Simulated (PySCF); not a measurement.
# BSe: changing the method

Aim: see what other functionals and later steps give for BSe.

Program: PySCF 2.14.0. Level of theory: method and basis as typed in the scripts. These are calculated values, not measurements.

## Step 1: Where the work starts

BSe: 2 atoms, charge 0, spin multiplicity 2.

Bond lengths: B1–Se2 2.219 Å.

## Step 2: The base run

The input, input.py:

```python
from pyscf import gto, dft

mol = gto.M(
    atom='B 0 0 0; Se 0 0 2.219',
    basis='6-31g',
    charge=0,
    spin=1,
    symmetry=True,
    verbose=4,
)
mf = dft.UKS(mol, xc='lc_wpbe')
mf.kernel()
mf.dip_moment()
print('orbital energies (hartree):', [e[max(0, n-3):n+3].round(4) for e, n in zip(mf.mo_energy, mol.nelec)])
```

The run is started by

```bash
> OMP_NUM_THREADS=1 python input.py
```

## Step 3: Pbe0

Run 1 changes functional: lc_wpbe → pbe0.

input.py: that of step 2 with these lines changed.

```diff
@@ -10,3 +10,3 @@
 )
-mf = dft.UKS(mol, xc='lc_wpbe')
+mf = dft.UKS(mol, xc='pbe0')
 mf.kernel()
```

## Step 4: Lda,vwn

Run 2 changes functional: lc_wpbe → lda,vwn.

input.py: that of step 2 with these lines changed.

```diff
@@ -10,3 +10,3 @@
 )
-mf = dft.UKS(mol, xc='lc_wpbe')
+mf = dft.UKS(mol, xc='lda,vwn')
 mf.kernel()
```

## Step 5: R2scan

Run 3 changes functional: lc_wpbe → r2scan.

input.py: that of step 2 with these lines changed.

```diff
@@ -10,3 +10,3 @@
 )
-mf = dft.UKS(mol, xc='lc_wpbe')
+mf = dft.UKS(mol, xc='r2scan')
 mf.kernel()
```

## Step 6: Gradient

Run 4 changes step after the SCF: none → gradient.

input.py: that of step 2 with these lines changed.

```diff
@@ -12,2 +12,5 @@
 mf.kernel()
+g = mf.nuc_grad_method()
+g.grid_response = True
+g.kernel()
 mf.dip_moment()
```

## Step 7: B3lyp5

Run 5 changes functional: lc_wpbe → b3lyp5.

input.py: that of step 2 with these lines changed.

```diff
@@ -10,3 +10,3 @@
 )
-mf = dft.UKS(mol, xc='lc_wpbe')
+mf = dft.UKS(mol, xc='b3lyp5')
 mf.kernel()
```

Before running it: what results should come out? Wanted: for each run, E(SCF); from base; gap, α spin; dipole.

**Answer**, as computed:

| run | E(SCF) (hartree) | from base (eV) | cycles | gap, α spin (eV) | dipole (D) |
| --- | --- | --- | --- | --- | --- |
| base | -2425.500538 | 0 | 14 | 8.85 | 2.39 |
| pbe0 | -2425.568313 | not comparable | 13 | 4.32 | 1.88 |
| lda,vwn | -2422.188698 | not comparable | 13 | 2.58 | 1.48 |
| r2scan | -2425.851633 | not comparable | 12 | 2.77 | 1.78 |
| gradient | -2425.500538 | 0.0000 | 14 | 8.85 | 2.39 |
| b3lyp5 | -2425.776010 | not comparable | 12 | 4.00 | 1.76 |

The α-spin gap between the frontier levels is 2.6 eV with lda,vwn (0 % exact exchange) and 4.3 eV with pbe0 (25 %): exact exchange opens it. A lower total energy from another functional means nothing by itself.
